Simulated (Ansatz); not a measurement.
**Sc2GaSbAs2: from a guess to a relaxed structure**

Aim: relax a trial structure of Sc2GaSbAs2 and see where it ends.

Method: DFT PBE, scalar-relativistic, plane waves, PAW, in Ansatz 0.2.0.

### 1 The structure to begin with

Symmetry: P6/mmm, No. 191, hexagonal system. Conventional cell: a = 4.350 Å, b = 4.350 Å, c = 8.740 Å, α = 90.00°, β = 90.00°, γ = 120.00°. Around Sc (site symmetry 6mm) lie 1 Sb at 2.04 Å and 1 Ga at 2.33 Å. Around Ga (site symmetry 6/mmm) lie 2 Sc at 2.33 Å. Sb (site symmetry 6/mmm) is surrounded by 2 Sc at 2.04 Å and 6 As at 2.51 Å. As (site symmetry -6m2) is surrounded by 3 Sb at 2.51 Å and 3 As at 2.51 Å.

As a file:

```
CELL_PARAMETERS angstrom
4.34997 0.00000 0.00000
-2.17498 3.76718 0.00000
0.00000 0.00000 8.74039
ATOMIC_POSITIONS crystal
Sc 0.00000 0.00000 0.26613
Sc 0.00000 0.00000 0.73387
Ga 0.00000 0.00000 0.00000
Sb 0.00000 0.00000 0.50000
As 0.33333 0.66667 0.50000
As 0.66667 0.33333 0.50000
```

Recipe of the guess: random cell by space group and Wyckoff sites (P6/mmm, No. 191). Lengths come from tabulated atomic sizes and are only a guess.

### 2 Probe: one point on a coarse mesh

input.yaml reads:

```yaml
crystal:
  lattice:
    - [4.3499687, 0.0, 0.0]
    - [-2.17498435, 3.7671834, 0.0]
    - [0.0, 0.0, 8.74038525]
  atoms:
    - { symbol: Sc, position: [0.0, 0.0, 0.26612936] }
    - { symbol: Sc, position: [0.0, 0.0, 0.73387064] }
    - { symbol: Ga, position: [0.0, 0.0, 0.0] }
    - { symbol: Sb, position: [0.0, 0.0, 0.5] }
    - { symbol: As, position: [0.33333333, 0.66666667, 0.5] }
    - { symbol: As, position: [0.66666667, 0.33333333, 0.5] }
basis:
  ecutwfc: 420
kpoints:
  mp_grid: { grid: [6, 6, 2] }
hamiltonian:
  xc: pbe
scf:
  occupations: { method: gaussian, width: 0.1 }
  lower_state_search: "off"
output:
  forces: true
  stress: true
  eigenvalues: true
```

Started as:

```
> ansatz run input.yaml --threads 1 --pin off --max-ram 2560MiB --backend cpu --events-out ev --progress --plain --runs-dir out
```

The session goes on with these runs: a loose first relaxation; spin check on a coarse mesh; relaxation on the finer mesh.

**Question.** What will these runs give? Wanted: conventional cell; volume; energy over the elements; gap on the mesh.

As calculated:

| quantity | value |
| --- | --- |
| symmetry at the end (tolerance 0.05 Å) | space group P6/mmm (No. 191) |
| conventional cell | a = 4.961 Å, b = 4.961 Å, c = 11.026 Å, α = 90.00°, β = 90.00°, γ = 120.00° |
| volume | 39.17 Å³/atom |
| energy over the elements | +0.87 eV/atom |
| gap on the mesh | none (metal) |

The space group P6/mmm (No. 191) is kept, and the volume per atom grows by 64.1 % from the first guess. The formation energy is positive, so the separate elements lie lower. No finished test with a distortion of lower symmetry is shown, so the end may be a saddle point. The runs treat Sb without spin-orbit coupling. Other magnetic orders were not searched.
